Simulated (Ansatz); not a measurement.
# C₂H₆GaO₂ radical: how energies converge with the basis set

One table from this session's results is given with a row withheld; the runs are named, their logs left out.

The runs use Ansatz 0.2.0, Gaussian basis; one geometry, several basis sets.

Levels to be run: PBE0-D4/def2-SVP; ωB97M-V/def2-SVP; PBE0-D4/def2-QZVPP; ωB97M-V/def2-QZVPP; the functionals' def2-TZVPP values are taken from earlier runs.

## The relaxed structure

An earlier PBE0-D4 in a triple-zeta def2 set relaxation fixed the geometry.

SMILES `C[O][Ga][O]C`, 11 atoms, charge 0, spin multiplicity 2.

Atoms are counted from 1 here; the program's logs count them from 0.

Bond lengths: C1–O2 1.412 Å, C1–H6 1.095 Å, C1–H7 1.095 Å, C1–H8 1.095 Å, O2–Ga3 1.791 Å, Ga3–O4 1.804 Å, O4–C5 1.402 Å, C5–H9 1.095 Å, C5–H10 1.097 Å, C5–H11 1.097 Å. Angles: O2–C1–H6 109.5°, O2–C1–H7 113.3°, O2–C1–H8 109.5°, H6–C1–H7 108.2°, H6–C1–H8 108.1°, H7–C1–H8 108.2°, C1–O2–Ga3 121.7°, O2–Ga3–O4 113.9°, Ga3–O4–C5 127.1°, O4–C5–H9 108.1°, O4–C5–H10 112.5°, O4–C5–H11 112.4°, H9–C5–H10 107.7°, H9–C5–H11 107.8°, H10–C5–H11 108.1°.

Set-up of the first run:

File in.yaml:

```yaml
crystal:
  periodic: [false, false, false]
  atoms:
    - {symbol: C, position_ang: [-0.898433, -0.841010, 1.979988]}
    - {symbol: O, position_ang: [0.325192, -1.406531, 1.558802]}
    - {symbol: Ga, position_ang: [1.142909, -0.869320, 0.058707]}
    - {symbol: O, position_ang: [0.261443, 0.430844, -0.828657]}
    - {symbol: C, position_ang: [0.649874, 1.053674, -2.023673]}
    - {symbol: H, position_ang: [-0.773735, -0.400123, 2.974981]}
    - {symbol: H, position_ang: [-1.269889, -0.061983, 1.305281]}
    - {symbol: H, position_ang: [-1.659762, -1.625720, 2.047588]}
    - {symbol: H, position_ang: [-0.124206, 1.778127, -2.295777]}
    - {symbol: H, position_ang: [0.750011, 0.344270, -2.853788]}
    - {symbol: H, position_ang: [1.596594, 1.597773, -1.923454]}
basis:
  gaussian: {orbitals: def2-SVP}
magnetization: {spin_polarized: true, initial_magnetization: 1}
hamiltonian: {xc: pbe0, dispersion: d4}
output: {orbitals: {seedname: orbitals}}
```

On the command line:

```bash
> ansatz run in.yaml --threads 2 --pin off --events-out ev --progress --plain --max-ram 31744MiB --backend cpu
```

Steps of the session up to this table: PBE0-D4 in def2-SVP; ωB97M-V in def2-SVP; PBE0-D4 in def2-QZVPP; ωB97M-V in def2-QZVPP.

One of the session's tables, all rows but one given; the rest of the session is left out.

It belongs to the step «Functionals by basis». 

```
functional       basis  HOMO (eV)  LUMO (eV)
   PBE0-D4    def2-SVP      -6.40      -3.16
   PBE0-D4  def2-TZVPP      -6.47      -3.22
   PBE0-D4  def2-QZVPP      -6.49      -3.26
   ωB97M-V    def2-SVP          ?          ?
   ωB97M-V  def2-TZVPP      -8.57      -1.54
   ωB97M-V  def2-QZVPP      -8.61      -1.65
```

**Question.** Estimate the row for ωB97M-V, def2-SVP.

As computed: HOMO (eV): -8.50; LUMO (eV): -1.50. In the column «HOMO (eV)» it lies between ωB97M-V, def2-TZVPP (-8.57) and PBE0-D4, def2-QZVPP (-6.49).
